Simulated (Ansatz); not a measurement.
**SiF3 (trifluorosilyl) at 4 levels**

Aim: a comparison of 4 runs (UHF/STO-3G, U-wB97X/STO-3G, UHSE06/STO-3G, RPA@PBE/STO-3G) of SiF3 (trifluorosilyl). 

The results are computed with Ansatz 0.2.0.

9 further runs of the same task are left out: 7 that didn't finish, 2 set aside as unsound or not needed.

### 1 The system as given

The species is SiF3 (4 atoms), meant as a doublet with charge 0. As SMILES, `F[Si](F)F`. The Si2–F1 distance was set to 3.953 Å, away from the relaxed value. At this shape a bond of the SMILES string is far longer than usual.

Bond lengths: Si2–F3 1.581 Å, Si2–F4 1.581 Å. Angles: F3–Si2–F4 107.9°.

### 2 The energy at UHF/STO-3G (run 1)

in.yaml

```yaml
crystal:
  periodic: [false, false, false]
  atoms:
    - {symbol: F, position_ang: [2.386233, -1.587178, 2.527815]}
    - {symbol: Si, position_ang: [-0.282750, 0.213060, 0.234280]}
    - {symbol: F, position_ang: [-0.994260, -0.892250, -0.644340]}
    - {symbol: F, position_ang: [0.492160, 1.186230, -0.741640]}
basis:
  gaussian:
    orbitals: STO-3G
magnetization:
  spin_polarized: true
  initial_magnetization: 1
hamiltonian:
  xc: hf
accuracy: high
```

Started as:

```sh
ansatz run in.yaml --threads 1 --pin off --max-ram 3480MiB --events-out events.jsonl --progress --plain --runs-dir runs
```

What it wrote:

```text
Warning: RAYON_NUM_THREADS=1 ignored (pool sized by the plan → 1); use --threads N
Functional definition: HF
  name "HF"
  exchange = exact_x
  correlation = 0
409 factors; integrals over basis functions are off by at most 3.1e-8 eV
mean field evaluation 1: about -15757.9057 eV, gradient 1.8e1 eV
mean field evaluation 2: about -15757.9514 eV, gradient 1.8e1 eV
mean field evaluation 4: about -15760.4826 eV, gradient 6.6e0 eV
mean field evaluation 8: about -15707.3773 eV, gradient 8.9e0 eV
mean field evaluation 16: about -15773.3809 eV, gradient 2.4e-6 eV
mean field evaluation 32: about -15773.3799 eV, gradient 1.4e-2 eV
mean field evaluation 64: about -15763.1948 eV, gradient 7.8e0 eV
mean field evaluation 96: about -15769.6172 eV, gradient 1.8e0 eV
mean field evaluation 128: about -15773.3783 eV, gradient 8.3e-3 eV
mean field evaluation 160: about -15769.5002 eV, gradient 3.9e0 eV
mean field evaluation 192: about -15765.2279 eV, gradient 7.1e0 eV
mean field -15773.38088964 eV, -579.6610561126 hartree, gradient 2.3e-8 eV, S^2 0.750000; 3 other end points of the search recorded, 0 dependent functions left out
reference -15773.38088964 eV, -579.6610561126 hartree; 21, 20 occupied and 3, 4 virtual orbitals, 409 factors
Total energy: -15773.38088964 eV, -579.6610561126 hartree
```

Run time: 1.4 s. Hardware: 1 thread of Intel Xeon Platinum 8375C at 2.90GHz (Ice Lake), shared host.

### 3 The energy at U-wB97X/STO-3G (run 2)

run.yaml

```yaml
crystal:
  periodic: [false, false, false]
  atoms:
    - {symbol: F, position_ang: [2.386233, -1.587178, 2.527815]}
    - {symbol: Si, position_ang: [-0.282750, 0.213060, 0.234280]}
    - {symbol: F, position_ang: [-0.994260, -0.892250, -0.644340]}
    - {symbol: F, position_ang: [0.492160, 1.186230, -0.741640]}
basis:
  gaussian: {orbitals: STO-3G}
magnetization: {spin_polarized: true, initial_magnetization: 1}
hamiltonian: {xc: {name: wB97X}}
accuracy: high
```

Started as:

```sh
ansatz run run.yaml --threads 1 --pin off --max-ram 3480MiB --events-out events.jsonl --progress --plain --runs-dir runs
```

What it wrote, shortened:

```text
Warning: RAYON_NUM_THREADS=1 ignored (pool sized by the plan → 1); use --threads N
Functional definition: wB97X
  name "wB97X"
[...]
      + exact_x_lr(omega)
[...]
      + integral(e_c_pw_opposite_spin*poly(b97_u_opposite, 1, cos1, cos2, cos3, cos4))
409 factors; integrals over basis functions are off by at most 3.1e-8 eV
159 factors; integrals over basis functions are off by at most 1.1e-9 eV
[...]
mean field -15813.95803323 eV, -581.1522386356 hartree, gradient 1.5e-8 eV, S^2 0.750000; 4 other end points of the search recorded, 0 dependent functions left out
reference -15813.95803208 eV, -581.1522385931 hartree; 21, 20 occupied and 3, 4 virtual orbitals, 409 factors
Total energy: -15813.95803208 eV, -581.1522385931 hartree
```

Run time: 49 s. Hardware: 1 thread of Intel Xeon Platinum 8375C at 2.90GHz (Ice Lake), shared host; peak memory 0.45 GiB.

Run 3 isn't shown in full; the table further down has it.

### 4 A single-point energy at RPA@PBE/STO-3G (run 4)

job.yaml

```yaml
crystal:
  periodic: [false, false, false]
  atoms:
    - {symbol: F, position_ang: [2.386233, -1.587178, 2.527815]}
    - {symbol: Si, position_ang: [-0.282750, 0.213060, 0.234280]}
    - {symbol: F, position_ang: [-0.994260, -0.892250, -0.644340]}
    - {symbol: F, position_ang: [0.492160, 1.186230, -0.741640]}
basis:
  gaussian:
    orbitals: STO-3G
hamiltonian:
  xc: pbe
correlation:
  method: rpa
  frozen_orbitals: {F: 1, Si: 5}
accuracy: high
magnetization:
  spin_polarized: true
  initial_magnetization: 1
```

Started as:

```sh
ansatz run job.yaml --threads 1 --pin off --max-ram 3480MiB --events-out events.jsonl --progress --plain --runs-dir runs
```

What it wrote, shortened:

```text
Warning: RAYON_NUM_THREADS=1 ignored (pool sized by the plan → 1); use --threads N
Functional definition: PBE
  name "PBE"
[...]
409 factors; integrals over basis functions are off by at most 3.1e-8 eV
[...]
mean field -15802.62675488 eV, -580.7358218367 hartree, gradient 1.3e-8 eV, S^2 0.750008; 6 other end points of the search recorded, 0 dependent functions left out
8 core orbitals not correlated: weight in the atoms' cores, before any rotation towards them, 1.000 or more for the frozen orbitals, at most 0.000 for the correlated occupied ones
reference -15771.74569207 eV, -579.6009637105 hartree; 13, 12 occupied and 3, 4 virtual orbitals, 409 factors
Total energy: -15777.94336572 eV, -579.8287240160 hartree
```

Run time: 15 s. Hardware: 1 thread of Intel Xeon Platinum 8375C at 2.90GHz (Ice Lake), shared host; peak memory 0.16 GiB.

### 5 All runs side by side

| run | level | frozen core orbitals | energy (Eh) | ⟨S²⟩ | wall time |
| --- | --- | --- | --- | --- | --- |
| 1 | UHF/STO-3G | – | -579.661056 | 0.750 | 1.4 s |
| 2 | U-wB97X/STO-3G | – | -581.152239 | 0.750 | 49 s |
| 3 | UHSE06/STO-3G | – | -580.824833 | 0.750 | 13 s |
| 4 | RPA@PBE/STO-3G | 8 | -579.828724 | 0.750 | 15 s |

### 6 What came out

| quantity | value |
| --- | --- |
| run 4: total energy | -579.82872 Eh |
| run 4: RPA correlation energy (valence) | -227.8 mEh |
| run 4: ⟨S²⟩ of the reference determinant | 0.750 |

In words: Totals of different functionals can't be ranked against each other. In runs 1, 2, 3, 4 the basis is minimal, so the values are rough. All runs together took 78 s, the longest 49 s.
